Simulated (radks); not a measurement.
**Taking charge from the 3p level of Tl⁺ in fractions**

What happens to E and to the 3p eigenvalue of Tl⁺ when a fraction of an electron is removed? The exact functional would give straight lines between whole numbers for a frontier level.

Method: scalar-relativistic Kohn-Sham, BLYP, spin-polarised, spherical densities, finite nucleus. Code: radks (a radial shooting solver on a logarithmic mesh, Libxc functionals) version 1.

### 1 The atom as given

| Item | Value |
| --- | --- |
| element | thallium (Z = 81) |
| charge | +1 |
| electrons | 80 |
| configuration | [Ne] 3s2 3p(up 3, down 3) 3d10 4s2 4p6 4d10 4f14 5s2 5p6 5d10 6s2 |
| nuclear rms radius | 5.4759 fm |

A shell typed twice in an input gives spin up, then spin down.

### 2 Start: [Ne] 3s2 3p(up 3, down 3) 3d10 4s2 4p6 4d10 4f14 5s2 5p6 5d10 6s2

Input:

```text
Z 81
configuration [Ne] 3s2 3p3 3p3 3d10 4s2 4p6 4d10 4f14 5s2 5p6 5d10 6s2
relativity scalar-relativistic
functional b88,lyp
spin polarised
nucleus finite rms 5.4759 fm
c 137.035999084
```

### 3 0.25 electron removed from 3p

Input:

```text
Z 81
configuration [Ne] 3s2 3p3 3p2.75 3d10 4s2 4p6 4d10 4f14 5s2 5p6 5d10 6s2
relativity scalar-relativistic
functional b88,lyp
spin polarised
nucleus finite rms 5.4759 fm
c 137.035999084
```

### 4 0.5 electron removed from 3p

Input:

```text
Z 81
configuration [Ne] 3s2 3p3 3p2.5 3d10 4s2 4p6 4d10 4f14 5s2 5p6 5d10 6s2
relativity scalar-relativistic
functional b88,lyp
spin polarised
nucleus finite rms 5.4759 fm
c 137.035999084
```

### 5 0.75 electron removed from 3p

Input:

```text
Z 81
configuration [Ne] 3s2 3p3 3p2.25 3d10 4s2 4p6 4d10 4f14 5s2 5p6 5d10 6s2
relativity scalar-relativistic
functional b88,lyp
spin polarised
nucleus finite rms 5.4759 fm
c 137.035999084
```

### 6 1 electron removed from 3p

Input:

```text
Z 81
configuration [Ne] 3s2 3p3 3p2 3d10 4s2 4p6 4d10 4f14 5s2 5p6 5d10 6s2
relativity scalar-relativistic
functional b88,lyp
spin polarised
nucleus finite rms 5.4759 fm
c 137.035999084
```

Q: Predict the outcome of this session. Wanted: for each run, removed; E − E(0); eigenvalue; E minus straight line.

As calculated:

```
removed (e)  E − E(0) (eV)  eigenvalue (eV)  E minus straight line (eV)
          0          0.000          -3032.4                       0.000
       0.25         758.72          -3048.6                      -6.141
        0.5         1521.5          -3064.9                      -8.214
       0.75         2288.4          -3081.4                      -6.180
          1         3059.4          -3098.1                       0.000
```

Removing the whole electron costs 3059.4 eV, against 3032.4 eV from minus the starting eigenvalue. Slater's transition state, half an electron removed, gives 3064.9 eV. The trapezoid integral of minus the eigenvalue gives 3065.0 eV over the range, against 3059.4 eV from the energies (Janak's theorem; approximate here, since the scalar-relativistic density holds large components alone). The eigenvalue moves by 65.7 eV per electron. E bends below the straight line by 8.21 eV at 0.5 electron removed.
